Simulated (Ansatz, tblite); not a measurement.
# In5P4 zinc blende off sphere (In5P4Cl3): spin-state energies by level

Is the singlet the ground state of In5P4 zinc blende off sphere (In5P4Cl3)? Other spin states are computed and compared level by level.

Method: as each input shows; program: Ansatz 0.2.0, Gaussian basis.

Plan: triplet, at the geometry of the singlet (GFN1-xTB, GFN2-xTB, PBE0-D4/def2-TZVP, PBE-D4/def2-TZVP); the singlet's energies come from earlier runs.

2 further runs of the same task are left out: 2 set aside as unsound or not needed. Runs told in other sessions of the task aren't counted.

### 1 The relaxed structure

The singlet was relaxed beforehand with PBE-D4/def2-SVP.

12 atoms, charge 0, spin multiplicity 1.

Bond lengths: In1–P6 2.580 Å, In1–P7 2.510 Å, In1–Cl10 2.385 Å, In2–P6 2.584 Å, In2–P8 2.508 Å, In2–Cl11 2.381 Å, In3–P6 2.511 Å, In3–P9 2.646 Å, In3–Cl12 2.374 Å, In4–P7 2.366 Å, In4–P9 2.519 Å, In5–P8 2.368 Å, In5–P9 2.525 Å. Angles: P6–In1–P7 143.2°, P6–In1–Cl10 104.4°, P7–In1–Cl10 112.4°, P6–In2–P8 141.6°, P6–In2–Cl11 106.2°, P8–In2–Cl11 112.2°, P6–In3–P9 131.6°, P6–In3–Cl12 121.6°, P9–In3–Cl12 106.8°, P7–In4–P9 165.4°, P8–In5–P9 166.8°, In1–P6–In2 90.2°, In1–P6–In3 97.3°, In2–P6–In3 96.3°, In1–P7–In4 83.5°, In2–P8–In5 84.2°, In3–P9–In4 84.2°, In3–P9–In5 83.1° and more.

In takes a core potential in the def2 sets. No spin-orbit coupling is included.

### 2 Triplet at the fixed geometry, GFN1-xTB

Tight binding, by tblite at 300 K electronic temperature and without a spin-polarisation term:

```python
tblite.interface.Calculator('GFN1-xTB', numbers, positions, charge=0, uhf=2).singlepoint()
```

Energy -845.8977 eV; 0.073 s.

### 3 Triplet at the fixed geometry, GFN2-xTB

Tight binding, by tblite at 300 K electronic temperature and without a spin-polarisation term:

```python
tblite.interface.Calculator('GFN2-xTB', numbers, positions, charge=0, uhf=2).singlepoint()
```

Energy -817.3497 eV; 0.12 s.

### 4 Triplet at the fixed geometry, PBE0-D4/def2-TZVP

Contents of in.yaml:

```yaml
crystal:
  periodic: [false, false, false]
  atoms:
    - {symbol: In, position_ang: [0.929548, -1.980104, 0.504207]}
    - {symbol: In, position_ang: [0.477120, 0.483546, -2.161446]}
    - {symbol: In, position_ang: [-2.143210, 0.289161, 0.578450]}
    - {symbol: In, position_ang: [0.498434, 0.261469, 2.816822]}
    - {symbol: In, position_ang: [0.353894, 2.624693, 0.305929]}
    - {symbol: P, position_ang: [-1.026469, -1.285738, -1.027376]}
    - {symbol: P, position_ang: [1.912931, -1.635257, 2.787734]}
    - {symbol: P, position_ang: [1.475759, 2.751286, -1.775130]}
    - {symbol: P, position_ang: [-1.153811, 2.078972, 2.256788]}
    - {symbol: Cl, position_ang: [2.155599, -3.571791, -0.781315]}
    - {symbol: Cl, position_ang: [1.025202, -0.386468, -4.308940]}
    - {symbol: Cl, position_ang: [-4.504997, 0.370242, 0.804286]}
basis:
  gaussian: {orbitals: def2-TZVP, fitting: {mean_field: def2-universal-jkfit}}
magnetization: {spin_polarized: true, initial_magnetization: 2}
hamiltonian: {xc: pbe0, dispersion: d4}
scf: {omitted_lower_state_checks: [starts]}
output: {orbitals: {seedname: orbitals}}
```

On the command line:

```
$ ansatz run in.yaml --threads 2 --pin off --events-out ev --progress --plain --max-ram 22528MiB --backend cuda --devices 0, --max-vram 18GiB
```

Output:

```text
Functional definition: PBE0
  name "PBE0"
  cite "Adamo & Barone, J. Chem. Phys. 110, 6158 (1999) doi:10.1063/1.478522"
  cite "Perdew, Burke & Ernzerhof, Phys. Rev. Lett. 77, 3865 (1996) doi:10.1103/PhysRevLett.77.3865"
  parent pbe
  parameter a = 0.25
  parameter kappa = 0.804
  parameter beta = 0.06672455060314922
  exchange = (1 - a)*pbe_x(kappa = kappa, mu = beta*pi^2/3) + a*exact_x
  correlation = pbe_c(beta = beta)
these checks for a lower state are left out or cut short: starts
1986 factors; integrals over basis functions are off by at most 4.6e-1 eV
mean field evaluation 1: about -100569.0594 eV, gradient 3.4e1 eV
mean field evaluation 2: about -100557.9385 eV, gradient 5.5e1 eV
mean field evaluation 4: about -100574.5703 eV, gradient 1.4e1 eV
mean field evaluation 8: about -100576.2601 eV, gradient 7.9e-1 eV
mean field evaluation 16: about -100576.3416 eV, gradient 4.1e-2 eV
mean field -100576.34166001 eV, -3696.1123829126 hartree, gradient 9.1e-6 eV, S^2 2.020645; 0 other end points of the search recorded, 0 dependent functions left out
reference -100576.34172127 eV, -3696.1123851636 hartree; 109, 107 occupied and 400, 402 virtual orbitals, 1986 factors
Total energy: -100577.27089820 eV, -3696.1465317862 hartree
Checks for a lower state left out: starts
```

It took 7.5 s on 1 × H100 (card shared with other runs) with 2 threads of AMD EPYC 7R13, shared host; peak host memory 1.2 GiB.

From the report: HOMO -4.90 eV, LUMO -5.29 eV (over both spins; with the spin held, an empty level of the minority spin lies below the top filled one); ⟨S²⟩ 2.021 (pure: 2.00).

### 5 Triplet at the fixed geometry, PBE-D4/def2-TZVP

start.molden holds the orbitals of an earlier run on this state, given as this run's starting guess.

in.yaml: that of step 4 with these lines changed.

```diff
@@ -16,5 +16,5 @@
 basis:
-  gaussian: {orbitals: def2-TZVP, fitting: {mean_field: def2-universal-jkfit}}
+  gaussian: {orbitals: def2-TZVP, fitting: {mean_field: def2-universal-jkfit}, initial_orbitals: start.molden}
 magnetization: {spin_polarized: true, initial_magnetization: 2}
-hamiltonian: {xc: pbe0, dispersion: d4}
+hamiltonian: {xc: pbe, dispersion: d4}
 scf: {omitted_lower_state_checks: [starts]}
```

Launched as before.

Output:

```text
Functional definition: PBE
  name "PBE"
  cite "Perdew, Burke & Ernzerhof, Phys. Rev. Lett. 77, 3865 (1996) doi:10.1103/PhysRevLett.77.3865"
  parent pbe
  parameter kappa = 0.804
  parameter beta = 0.06672455060314922
  exchange = pbe_x(kappa = kappa, mu = beta*pi^2/3)
  correlation = pbe_c(beta = beta)
these checks for a lower state are left out or cut short: starts
1986 factors; integrals over basis functions are off by at most 4.6e-1 eV
mean field evaluation 1: about -100570.6091 eV, gradient 1.5e1 eV
mean field evaluation 2: about -100571.0575 eV, gradient 7.5e-1 eV
mean field evaluation 4: about -100571.1465 eV, gradient 2.1e-1 eV
mean field evaluation 8: about -100571.1484 eV, gradient 3.7e-3 eV
mean field evaluation 16: about -100571.1484 eV, gradient 2.6e-5 eV
mean field -100571.14835389 eV, -3695.9215324328 hartree, gradient 1.9e-6 eV, S^2 2.014694; 0 other end points of the search recorded, 0 dependent functions left out
reference -100571.14843513 eV, -3695.9215354181 hartree; 109, 107 occupied and 400, 402 virtual orbitals, 1986 factors
Total energy: -100572.17451624 eV, -3695.9592432036 hartree
Checks for a lower state left out: starts
```

It took 6.5 s on 1 × H100 (card shared with other runs) with 2 threads of AMD EPYC 7R13, shared host; peak host memory 1.2 GiB.

From the report: HOMO -4.24 eV, LUMO -5.87 eV (over both spins; with the spin held, an empty level of the minority spin lies below the top filled one); ⟨S²⟩ 2.015 (pure: 2.00).

### 6 Triplet less singlet, vertical

The singlet's energies are those of its earlier runs, whose logs aren't repeated here.

| level | triplet less singlet, vertical (kJ/mol) | time |
| --- | --- | --- |
| GFN1-xTB | +242.4 | 0.16 s |
| GFN2-xTB | +162.0 | 0.2 s |
| PBE-D4/def2-TZVP | +162.4 | 11 s |
| PBE0-D4/def2-TZVP | +174.7 | 15 s |

Times add the two runs; a level without a time comes out of a correlated run. Tight binding without a spin term can't rank spin states.

### 7 What came out

```
                                                quantity                                       value
triplet less singlet, vertical, functionals in def2-TZVP  +162.4 (PBE-D4) to +174.7 kJ/mol (PBE0-D4)
```

What this shows: All functionals put the triplet above the singlet, over a spread of 12.3 kJ/mol. The checks for a lower triplet were left out, so another state of that spin may lie lower. These are electronic energies, without zero-point motion, entropy or surroundings.
